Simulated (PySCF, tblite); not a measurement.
# C₅H₁₁FSi₃: geometry, infrared bands and NMR shifts

Wanted: the infrared bands and NMR shifts of C₅H₁₁FSi₃ (`C#C[C@@H]1C[SiH2][SiH2][C@@H](F)[SiH2]1`), by calculation.

Programs: tblite 0.8.0 and PySCF 2.14.0, with density-fitted response routines of our own. Each step states its level of theory. These are calculated values for one molecule in the gas phase, unless marked as measured. Atoms count from 0, in the outputs and in this text.

## 1. The starting structure

20 atoms, charge 0, multiplicity 1; geometry from: force field or distance geometry start.

Bonds of the start (Å): C0–C1 1.20, C1–C2 1.49, C2–C3 1.50, C3–Si4 1.86, Si4–Si5 2.24, Si5–C6 1.87, C6–F7 1.40, C6–Si8 1.87, Si8–C2 1.87, C0–H9 1.08, C2–H10 1.11, C3–H11 1.12, C3–H12 1.08, Si4–H13 1.49, Si4–H14 1.45, Si5–H15 1.48, Si5–H16 1.48, C6–H17 1.10, Si8–H18 1.47, Si8–H19 1.45.

## 2. Relaxing the molecule with GFN2-xTB

The job: settings as JSON, then the geometry in Å.

```
{"job": {"kind": "relax", "xc": "GFN2-xTB", "basis": "xTB"}, "charge": 0, "multiplicity": 1}
C     -3.718800     0.006300    -0.468600
C     -2.544700     0.048200    -0.230900
C     -1.087100     0.098700     0.062100
C     -0.557500     1.496600    -0.090100
Si     1.096700     1.568400     0.765300
Si     2.332400    -0.249200     0.339900
C      1.257400    -1.750000     0.046600
F      0.759600    -2.159700     1.285500
Si    -0.190700    -1.166300    -0.978500
H     -4.775600    -0.007400    -0.691300
H     -0.955900    -0.210200     1.116300
H     -1.239700     2.172900     0.492900
H     -0.536500     1.886000    -1.099200
H      1.879800     2.764600     0.338900
H      0.863900     1.631300     2.198800
H      3.273300    -0.016700    -0.772200
H      3.118000    -0.522300     1.562400
H      1.792300    -2.589700    -0.410000
H     -1.039100    -2.337900    -1.218400
H      0.267000    -0.652700    -2.252300
```

Launch:

```bash
OMP_NUM_THREADS=1 python probes_run.py task.json out
```

One launch serves the whole session: the jobs run in the order shown.

**Question.** This job is followed by: GFN2-xTB harmonic vibrations, gas phase; GIAO PBE0/pcSseg-1 NMR shielding, non-relativistic, gas phase. Predict these results of the whole session: strongest single infrared mode (GFN2-xTB); zero-point energy (GFN2-xTB); ¹³C shifts against TMS (PBE0/pcSseg-1); ¹H shifts against TMS (PBE0/pcSseg-1); ²⁹Si shifts against TMS (PBE0/pcSseg-1); ¹⁹F shifts against CFCl3 (PBE0/pcSseg-1); surface potential, 1st and 99th percentile.

As calculated:

| quantity | value |
| --- | --- |
| strongest single infrared mode (GFN2-xTB) | 740 cm⁻¹, 572 km/mol |
| zero-point energy (GFN2-xTB) | 82.3 kcal/mol |
| ¹³C shifts against TMS (PBE0/pcSseg-1) | 92.2, 82.7, 75.6, 17.0, 10.5 ppm |
| ¹H shifts against TMS (PBE0/pcSseg-1) | 5.61, 4.57, 4.21, 4.19, 4.09, 4.05, 3.97, 2.29, 1.92, 1.64, 1.23 ppm |
| ²⁹Si shifts against TMS (PBE0/pcSseg-1) | -35.9, -79.2, -80.9 ppm |
| ¹⁹F shifts against CFCl3 (PBE0/pcSseg-1) | -290.2 ppm |
| surface potential, 1st and 99th percentile | -0.98 V and 1.28 V |

What this shows: Over 122 steps the energy fell by 0.517 eV; of the close pairs, Si4–Si5 changed most, 2.239 to 2.316 Å. All 54 modes are real, so the xTB geometry is a minimum. The strongest single mode, at 740 cm⁻¹, is spread over several atoms, H18, H19, C6, Si8 among them. Unscaled tight-binding wavenumbers are off by several per cent, some by more. Its intensities can rank the bands wrongly. The most deshielded hydrogen is H17 (hydrogen on an sp3 CH bonded to F and 2 Si), at 5.61 ppm: its carbon carries F, an electronegative neighbour. At PBE0/pcSseg-1: Shielding is most anisotropic at C1 (span 314 ppm, paramagnetic term -162 ppm).
